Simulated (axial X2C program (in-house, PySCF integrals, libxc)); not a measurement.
**TeSn⁻: EOM-EA-CCSD levels**

Aim: EOM-EA-CCSD levels of TeSn⁻, with spin–orbit coupling in the Hamiltonian from the start.

Program: an in-house X2C program for linear molecules on PySCF integrals. Level of theory: two-component X2C with atomic mean-field terms, Te dyall-acv3z, Sn dyall-acv3z. These are calculated values, not measurements.

## 1. Input

File task.json:

```json
{"zs": [52, 50], "q": -1, "bas": ["dyall-acv3z", "dyall-acv3z"], "r0": 2.58, "eom": "ea", "thr": -1.0, "nmax": 92, "grid": [1, 0.96, 1.045, 0.92, 1.09, 1.15], "rq": 0}
```

Keys: zs atomic numbers; q charge; bas basis sets; r0 starting distance in Å; eom kind of EOM run; thr threshold in hartree for freezing inner shells (an s shell follows its p shell); nmax most natural virtual spinors; grid distances as factors.

Run with:

```sh
> python soeom.py task.json out
```

After this run come: EOM-EA-CCSD at 2.529 Å.

Q: Predict the outcome of this session. Wanted: next root led by one particle; T1 of the reference.

As calculated:

```
                     quantity                            value
       lowest root at 2.529 Å                Ω = 1/2, 0.954 eV
next root led by one particle  Ω = 3/2, about 1960 cm⁻¹ higher
          T1 of the reference                            0.030
```

In words: The added electron is bound by 0.95 eV in a spinor of 60% Sn pπ, 13% Te dπ, 11% Te pπ. Errors of 0.1 to 0.3 eV are usual at this size, and roots led by higher excitations are left out, so the list is incomplete, and low states of that kind can be missing. T1 or the largest double amplitude of the reference is raised, which lowers the reliability.
